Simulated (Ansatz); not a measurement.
# C₂H₃Cl₂Si, SMILES C=C[Si](Cl)Cl: a single point in a Gaussian basis

With the Ansatz DFT code, driven from Python.

Run as a notebook:

**Cell 1**
```python
from pathlib import Path
import json

import ansatz as az
```

**Cell 2**
```python
molecule = (
    az.Crystal.molecule()
    .atom("C", (0.1881, 0.1965, 1.4933))
    .atom("C", (-0.221, -0.1603, 0.2522))
    .atom("Si", (0.5222, 0.3466, -1.3482))
    .atom("Cl", (1.0774, -1.4541, -2.1908))
    .atom("Cl", (-1.0549, 1.0247, -2.4169))
    .atom("H", (-0.3967, -0.1112, 2.3518))
    .atom("H", (0.9842, 0.9341, 1.6714))
    .atom("H", (-1.007, -0.8335, 0.1315))
)
```

**Cell 3**
```python
job = (
    molecule.calculation()
    .basis(gaussian="def2-SVP")
    .functional(az.LibraryFunctional("PBE-QIDH"))
    .spin("collinear", total=1)
    .orbitals()
)
out = job.run(threads=1, backend="cpu", runs_dir="runs")
report = out.report
```

**Cell 4**
```python
report["positions_ang"]
```
Output:
```text
[[0.1881, 0.1965, 1.4933], [-0.221, -0.1603, 0.2522], [0.5222, 0.3466, -1.3482],
 [1.0774, -1.4541, -2.1908], [-1.0549, 1.0247, -2.4169], [-0.3967, -0.1112, 2.3518],
 [0.9842, 0.9341, 1.6714], [-1.007, -0.8335, 0.1315]]
```

**Cell 5**
```python
print("reference energy %16.6f eV" % report["reference_energy_ev"])
print("total energy     %16.6f eV" % report["free_energy_ev"])
print("occupied (up, down):", report["n_occupied"], " virtual:", report["n_virtual"], " frozen:", report["n_frozen"])
```
Output:
```text
reference energy    -35005.181211 eV
total energy        -35011.387764 eV
occupied (up, down): [15, 14]  virtual: [65, 66]  frozen: 17
```

**Cell 6**
```python
state = report["mean_field"]["state"]
print(f"mean field: {state['energy']['hartree']:.7f} Ha, <S^2> = {abs(state['spin_squared']):.4f}, stability: {state.get('stability', {}).get('kind')}")

lines = Path(report["orbitals_path"]).read_text().splitlines()
field_of = lambda key: [line.split("=")[1].strip() for line in lines if line.startswith(key)]
orbitals = [(27.211386 * float(e), s, float(n)) for e, s, n in zip(field_of("Ene="), field_of("Spin="), field_of("Occup="))]
homo = max(e for e, _, n in orbitals if n > 0.5)
lumo = min(e for e, _, n in orbitals if n < 0.5)
for e, spin, n in sorted(orbitals):
    if homo - 6 < e < lumo + 5:
        print(f"{spin:6s} {e:10.3f} eV  occupation {n:.0f}")
with open("c2h3cl2si.json", "w") as handle:
    json.dump({k: report[k] for k in ("free_energy_ev", "reference_energy_ev", "n_occupied", "n_virtual")}, handle, indent=1)
```
Output:
```text
mean field: -1286.4166821 Ha, <S^2> = 0.7547, stability: minimum
Beta      -14.625 eV  occupation 1
Alpha     -13.974 eV  occupation 1
Beta      -13.708 eV  occupation 1
Alpha     -13.063 eV  occupation 1
Beta      -12.864 eV  occupation 1
Alpha     -12.697 eV  occupation 1
Beta      -12.203 eV  occupation 1
Alpha     -11.912 eV  occupation 1
Beta      -11.616 eV  occupation 1
Alpha     -11.418 eV  occupation 1
Alpha     -11.286 eV  occupation 1
Beta      -11.221 eV  occupation 1
Beta      -11.163 eV  occupation 1
Alpha     -10.000 eV  occupation 1
Beta       -9.988 eV  occupation 1
Alpha      -8.751 eV  occupation 1
Beta       -1.213 eV  occupation 0
Alpha       1.045 eV  occupation 0
Beta        1.141 eV  occupation 0
Alpha       2.287 eV  occupation 0
Beta        3.074 eV  occupation 0
Alpha       3.250 eV  occupation 0
```

File `c2h3cl2si.json` afterwards:
```json
{
 "free_energy_ev": -35011.38776362283,
 "reference_energy_ev": -35005.18121068728,
 "n_occupied": [
  15,
  14
 ],
 "n_virtual": [
  65,
  66
 ]
}
```

Caveats:
- Total energies depend on the basis set; only differences at equal settings carry meaning.
- The geometry is a force-field or estimated start, not a minimum of this method, and the basis set is short of its limit.
- The species is open-shell (spin multiplicity 2).
- Levels such as HOMO and LUMO are orbital energies: with these approximate functionals they aren't the ionisation energy and electron affinity, and their gap isn't the fundamental gap.
- Finished in 6.9 s on 1 thread of Intel(R) Xeon(R) 6975P-C (Granite Rapids) (shared host), peak memory 0.34 GiB.

(Lines on the test bed's own set-up are left out of the output.)
